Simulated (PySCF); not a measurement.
# C2H6BeSe: NMR shieldings, spin-spin couplings, relativistic core levels, part 2 of 2

PySCF 2.14.0. Atoms count from 0.

### Step 7. NMR shieldings: PBE0/pcJ-1 Se:dyall-v2z, spin-free

Job settings and geometry (Å):

```
{"job": {"kind": "hnmr", "xc": "PBE0", "basis": {"default": "pcJ-1", "Se": "dyall-v2z"}, "rel": "sf"}, "charge": 0, "multiplicity": 1}
Be     0.205910    -0.752990     0.449380
C      0.354070    -0.917290     2.157370
H     -0.585310    -0.867190     2.706450
H      0.984060    -0.160300     2.623100
H      0.797590    -1.864840     2.462600
Se     0.138890    -0.719260    -1.562510
C     -0.404140     1.087850    -2.126680
H     -1.435170     1.255200    -1.831630
H     -0.310160     1.118950    -3.208680
H      0.254250     1.819860    -1.669400
```

With the program's defaults for keys left out, this is: PBE0/pcJ-1 Se:dyall-v2z GIAO NMR shielding, spin-free X2C, Gaussian nuclei, gas phase.

Output:

```text
spin-free SCF
coarse grid: 37608 points
cycle   1  E = -2524.1004208989  dE =  2.472e-02  |g| = 4.320e-01  |ddm| = 2.487e+00
cycle   2  E = -2524.0969195842  dE =  3.501e-03  |g| = 4.137e-01  |ddm| = 6.555e-01
cycle   3  E = -2524.1420294739  dE = -4.511e-02  |g| = 5.924e-02  |ddm| = 3.397e-01
cycle   4  E = -2524.1426834713  dE = -6.540e-04  |g| = 1.484e-02  |ddm| = 5.664e-02
cycle   5  E = -2524.1427338564  dE = -5.039e-05  |g| = 8.016e-03  |ddm| = 2.370e-02
cycle   6  E = -2524.1427449624  dE = -1.111e-05  |g| = 6.484e-04  |ddm| = 5.933e-03
cycle   7  E = -2524.1427450351  dE = -7.276e-08  |g| = 2.947e-04  |ddm| = 9.145e-04
final grid: 78752 points
cycle   8  E = -2524.1428805281  dE = -5.791e-08  |g| = 6.792e-04  |ddm| = 7.671e-04
cycle   9  E = -2524.1428804965  dE =  3.160e-08  |g| = 5.211e-04  |ddm| = 8.558e-04
cycle  10  E = -2524.1428805600  dE = -6.346e-08  |g| = 2.073e-04  |ddm| = 6.390e-04
cycle  11  E = -2524.1428805707  dE = -1.068e-08  |g| = 3.544e-05  |ddm| = 1.642e-04
cycle  12  E = -2524.1428805710  dE = -3.606e-10  |g| = 7.343e-06  |ddm| = 3.638e-05
converged SCF energy = -2524.1428805710
check of the scalar solution
cycle   1  E = -2524.1428805710  dE = -2.524e+03  |FDS-SDF| = 7.343e-06
cycle   2  E = -2524.1428805711  dE = -1.410e-11  |FDS-SDF| = 7.644e-06
converged, E = -2524.1428805711

Field gradients (au) and densities at the nuclei (bohr^-3)
atom        Vxx        Vyy        Vzz        centre      nuclear mean
  0 Be     0.0920     0.1435    -0.2355         34.951         34.951
  1 C      0.0696     0.0775    -0.1470        125.714        125.712
  2 H     -0.1538    -0.1639     0.3177          0.470          0.470
  3 H     -0.1540    -0.1635     0.3175          0.470          0.470
  4 H     -0.1540    -0.1628     0.3169          0.469          0.469
  5 Se    -1.1558    -3.6656     4.8213      36599.911      36551.664
  6 C     -0.1480    -0.1567     0.3047        125.772        125.770
  7 H     -0.1509    -0.1573     0.3082          0.479          0.479
  8 H     -0.1469    -0.1585     0.3054          0.476          0.476
  9 H     -0.1505    -0.1578     0.3083          0.479          0.479
without picture change
  5 Se                           4.9742                     58351.001

Core orbital energies (eV)
atom   shell        mean    spread
  5 Se 1s       -12550.421   0.000
  5 Se 2s        -1626.614   0.000
  5 Se 3s         -221.180   0.000
  5 Se 4s          -19.591   0.000
  5 Se 2p        -1429.364   0.078
  5 Se 3p         -158.893   0.286
  5 Se 3d          -55.978   0.284

Shielding tensors (ppm)
atom      isotropic    diamagn.    paramagn.     s11        s22        s33       span
  0 Be       75.75      147.99      -72.24      35.35      37.48     154.40     119.05
  1 C       198.95      249.15      -50.19     192.63     197.84     206.39      13.75
  2 H        32.16       29.54        2.63      27.90      29.19      39.40      11.49
  3 H        32.19       29.72        2.47      27.99      29.32      39.26      11.27
  4 H        32.29       28.89        3.40      28.18      28.99      39.69      11.51
  5 Se     2054.81     3013.39     -958.58    1866.47    1941.28    2356.68     490.21
  6 C       181.10      249.96      -68.86     169.50     179.09     194.72      25.22
  7 H        29.54       29.71       -0.16      22.51      27.60      38.52      16.01
  8 H        30.35       29.12        1.23      23.98      27.50      39.56      15.58
  9 H        29.54       29.93       -0.40      22.42      27.77      38.42      16.01
```

It took 28 s on 1 thread of Arm Neoverse V1, shared host; peak memory 1 GiB.

### Step 8. NMR shieldings: PBE0/pcJ-1 Se:dyall-v2z, spin-free

The job, as its differences from that of step 7:

```diff
@@ -1,2 +1,2 @@
-{"job": {"kind": "hnmr", "xc": "PBE0", "basis": {"default": "pcJ-1", "Se": "dyall-v2z"}, "rel": "sf"}, "charge": 0, "multiplicity": 1}
+{"job": {"kind": "hnmr", "xc": "PBE0", "basis": {"default": "pcJ-1", "Se": "dyall-v2z"}, "rel": "sf", "two": true}, "charge": 0, "multiplicity": 1}
 Be     0.205910    -0.752990     0.449380
```

With the program's defaults for keys left out, this is: PBE0/pcJ-1 Se:dyall-v2z GIAO NMR shielding, X2C without spin-orbit coupling but with the spin-dependent field terms, Gaussian nuclei, gas phase.

Output:

```text
spin-free SCF
coarse grid: 37608 points
cycle   1  E = -2524.1004208989  dE =  2.472e-02  |g| = 4.320e-01  |ddm| = 2.487e+00
cycle   2  E = -2524.0969195842  dE =  3.501e-03  |g| = 4.137e-01  |ddm| = 6.555e-01
cycle   3  E = -2524.1420294739  dE = -4.511e-02  |g| = 5.924e-02  |ddm| = 3.397e-01
cycle   4  E = -2524.1426834713  dE = -6.540e-04  |g| = 1.484e-02  |ddm| = 5.664e-02
cycle   5  E = -2524.1427338564  dE = -5.039e-05  |g| = 8.016e-03  |ddm| = 2.370e-02
cycle   6  E = -2524.1427449624  dE = -1.111e-05  |g| = 6.484e-04  |ddm| = 5.933e-03
cycle   7  E = -2524.1427450351  dE = -7.276e-08  |g| = 2.947e-04  |ddm| = 9.145e-04
final grid: 78752 points
cycle   8  E = -2524.1428805281  dE = -5.791e-08  |g| = 6.792e-04  |ddm| = 7.671e-04
cycle   9  E = -2524.1428804965  dE =  3.160e-08  |g| = 5.211e-04  |ddm| = 8.558e-04
cycle  10  E = -2524.1428805600  dE = -6.346e-08  |g| = 2.073e-04  |ddm| = 6.390e-04
cycle  11  E = -2524.1428805707  dE = -1.068e-08  |g| = 3.544e-05  |ddm| = 1.642e-04
cycle  12  E = -2524.1428805710  dE = -3.606e-10  |g| = 7.343e-06  |ddm| = 3.638e-05
converged SCF energy = -2524.1428805710
two-component SCF
cycle   1  E = -2524.1428805712  dE = -2.524e+03  |FDS-SDF| = 7.343e-06
cycle   2  E = -2524.1428805712  dE =  1.819e-12  |FDS-SDF| = 7.644e-06
converged, E = -2524.1428805712

Field gradients (au) and densities at the nuclei (bohr^-3)
atom        Vxx        Vyy        Vzz        centre      nuclear mean
  0 Be     0.0920     0.1435    -0.2355         34.951         34.951
  1 C      0.0696     0.0775    -0.1470        125.714        125.712
  2 H     -0.1538    -0.1639     0.3177          0.470          0.470
  3 H     -0.1540    -0.1635     0.3175          0.470          0.470
  4 H     -0.1540    -0.1628     0.3169          0.469          0.469
  5 Se    -1.1558    -3.6656     4.8213      36599.911      36551.664
  6 C     -0.1480    -0.1567     0.3047        125.772        125.770
  7 H     -0.1509    -0.1573     0.3082          0.479          0.479
  8 H     -0.1469    -0.1585     0.3054          0.476          0.476
  9 H     -0.1505    -0.1578     0.3083          0.479          0.479
without picture change
  5 Se                           4.9742                     58351.001

Core orbital energies (eV)
atom   shell        mean    spread
  5 Se 1s       -12550.421   0.000
  5 Se 2s        -1626.614   0.000
  5 Se 3s         -221.180   0.000
  5 Se 4s          -19.591   0.000
  5 Se 2p1/2     -1429.408   0.000
  5 Se 2p3/2     -1429.342   0.025
  5 Se 3p1/2      -159.046   0.000
  5 Se 3p3/2      -158.816   0.110
  5 Se 3d3/2       -56.108   0.033
  5 Se 3d5/2       -55.892   0.152

Shielding tensors (ppm)
atom      isotropic    diamagn.    paramagn.     s11        s22        s33       span
  0 Be       76.05      147.75      -71.70      35.65      37.77     154.74     119.09
  1 C       200.17      248.26      -48.09     193.85     199.05     207.62      13.77
  2 H        32.17       29.54        2.63      27.91      29.20      39.40      11.49
  3 H        32.19       29.71        2.48      28.00      29.32      39.26      11.27
  4 H        32.29       28.89        3.40      28.19      28.99      39.69      11.51
  5 Se     2294.90     2872.64     -577.74    2106.15    2181.97    2596.60     490.45
  6 C       182.33      249.07      -66.74     170.73     180.32     195.95      25.21
  7 H        29.54       29.70       -0.17      22.50      27.59      38.52      16.02
  8 H        30.34       29.12        1.22      23.97      27.49      39.56      15.59
  9 H        29.53       29.93       -0.40      22.41      27.76      38.42      16.01
```

It took 67 s on 1 thread of Arm Neoverse V1, shared host; peak memory 1.2 GiB.

### Step 9. Spin-spin couplings: PBE0/pcJ-1 Se:dyall-v2z, spin-free

The job, as its differences from that of step 8:

```diff
@@ -1,2 +1,2 @@
-{"job": {"kind": "hnmr", "xc": "PBE0", "basis": {"default": "pcJ-1", "Se": "dyall-v2z"}, "rel": "sf", "two": true}, "charge": 0, "multiplicity": 1}
+{"job": {"kind": "hj", "xc": "PBE0", "basis": {"default": "pcJ-1", "Se": "dyall-v2z"}, "rel": "sf", "atoms": [5]}, "charge": 0, "multiplicity": 1}
 Be     0.205910    -0.752990     0.449380
```

Method: PBE0/pcJ-1 Se:dyall-v2z indirect spin-spin coupling, X2C without spin-orbit coupling, Gaussian nuclei, gas phase.

Output:

```text
spin-free SCF
coarse grid: 37608 points
cycle   1  E = -2524.1004208989  dE =  2.472e-02  |g| = 4.320e-01  |ddm| = 2.487e+00
cycle   2  E = -2524.0969195842  dE =  3.501e-03  |g| = 4.137e-01  |ddm| = 6.555e-01
cycle   3  E = -2524.1420294739  dE = -4.511e-02  |g| = 5.924e-02  |ddm| = 3.397e-01
cycle   4  E = -2524.1426834713  dE = -6.540e-04  |g| = 1.484e-02  |ddm| = 5.664e-02
cycle   5  E = -2524.1427338564  dE = -5.039e-05  |g| = 8.016e-03  |ddm| = 2.370e-02
cycle   6  E = -2524.1427449624  dE = -1.111e-05  |g| = 6.484e-04  |ddm| = 5.933e-03
cycle   7  E = -2524.1427450351  dE = -7.276e-08  |g| = 2.947e-04  |ddm| = 9.145e-04
final grid: 78752 points
cycle   8  E = -2524.1428805281  dE = -5.791e-08  |g| = 6.792e-04  |ddm| = 7.671e-04
cycle   9  E = -2524.1428804965  dE =  3.160e-08  |g| = 5.211e-04  |ddm| = 8.558e-04
cycle  10  E = -2524.1428805600  dE = -6.346e-08  |g| = 2.073e-04  |ddm| = 6.390e-04
cycle  11  E = -2524.1428805707  dE = -1.068e-08  |g| = 3.544e-05  |ddm| = 1.642e-04
cycle  12  E = -2524.1428805710  dE = -3.606e-10  |g| = 7.343e-06  |ddm| = 3.638e-05
converged SCF energy = -2524.1428805710
two-component SCF
cycle   1  E = -2524.1428805712  dE = -2.524e+03  |FDS-SDF| = 7.343e-06
cycle   2  E = -2524.1428805712  dE =  1.819e-12  |FDS-SDF| = 7.644e-06
converged, E = -2524.1428805712

Indirect spin-spin couplings
  i        j     bonds      J/Hz   K/1e19 T2/J   anisotropy/Hz
  5  77Se   0   9Be   1        8.06      -24.94       -62.6
  5  77Se   1  13C    2       -0.34       -0.58        25.4
  5  77Se   2   1H    3        2.90        1.26         3.7
  5  77Se   3   1H    3        3.36        1.46         2.6
  5  77Se   4   1H    3       -0.88       -0.38         1.7
  5  77Se   6  13C    1      -82.61     -142.74        87.8
  5  77Se   7   1H    2        6.29        2.73       -18.1
  5  77Se   8   1H    2       40.73       17.70       -22.1
  5  77Se   9   1H    2        4.69        2.04       -17.8
```

Run time: 58 s. Hardware: 1 thread of Arm Neoverse V1, shared host; peak memory 0.86 GiB.

### Step 10. Shieldings side by side

```
                                                                       run     Se5     C6   Be0     C1    H9    H7    H2  time
                               step 2, PBE0/pcJ-1 Se:dyall-v2z, spin–orbit  2326.2  192.9  78.0  198.7  29.4  29.4  32.3  80 s
                         step 5, PBE0/pcJ-1 Se:dyall-v2z, non-relativistic  2062.2  182.7  75.8  198.9  29.6  29.6  32.2  25 s
                                step 7, PBE0/pcJ-1 Se:dyall-v2z, spin-free  2054.8  181.1  75.7  199.0  29.5  29.5  32.2  28 s
step 8, PBE0/pcJ-1 Se:dyall-v2z, spin-free with spin-dependent field terms  2294.9  182.3  76.1  200.2  29.5  29.5  32.2  67 s
```

### Step 11. Results

What follows sums up all 2 parts.

```
                                                                               quantity                                         value
          energy from spin-orbit coupling (step 2, PBE0/pcJ-1 Se:dyall-v2z, spin–orbit)                                    -0.0643 Eh
                               shieldings (step 2, PBE0/pcJ-1 Se:dyall-v2z, spin–orbit)  Be0 78.0, C1 198.7, Se5 2326.2, C6 192.9 ppm
          energy from spin-orbit coupling (step 3, PBE0/pcJ-1 Se:dyall-v2z, spin–orbit)                                    -0.0643 Eh
                 largest reduced coupling (step 3, PBE0/pcJ-1 Se:dyall-v2z, spin–orbit)      Se5–C6: J = -77.8 Hz, K = -134·10¹⁹ T²/J
                 Se5 3d5/2 binding energy (step 4, PBE0/pcJ-1 Se:dyall-v2z, spin–orbit)                        60.6 eV, 3d3/2 61.5 eV
          energy from spin-orbit coupling (step 4, PBE0/pcJ-1 Se:dyall-v2z, spin–orbit)                                    -0.0643 Eh
                         shieldings (step 5, PBE0/pcJ-1 Se:dyall-v2z, non-relativistic)  Be0 75.8, C1 198.9, Se5 2062.2, C6 182.7 ppm
           largest reduced coupling (step 6, PBE0/pcJ-1 Se:dyall-v2z, non-relativistic)      Se5–C6: J = -66.1 Hz, K = -114·10¹⁹ T²/J
                                shieldings (step 7, PBE0/pcJ-1 Se:dyall-v2z, spin-free)  Be0 75.7, C1 199.0, Se5 2054.8, C6 181.1 ppm
shieldings (step 8, PBE0/pcJ-1 Se:dyall-v2z, spin-free with spin-dependent field terms)  Be0 76.1, C1 200.2, Se5 2294.9, C6 182.3 ppm
                  largest reduced coupling (step 9, PBE0/pcJ-1 Se:dyall-v2z, spin-free)      Se5–C6: J = -82.6 Hz, K = -143·10¹⁹ T²/J
```

In step 2, Se5 has the widest tensor, 498 ppm. Se5 moves most between the runs, by 271 ppm; the labels say what changes from run to run. The geometry comes from tight binding, which is rough for metal atoms, and these values hang on it.
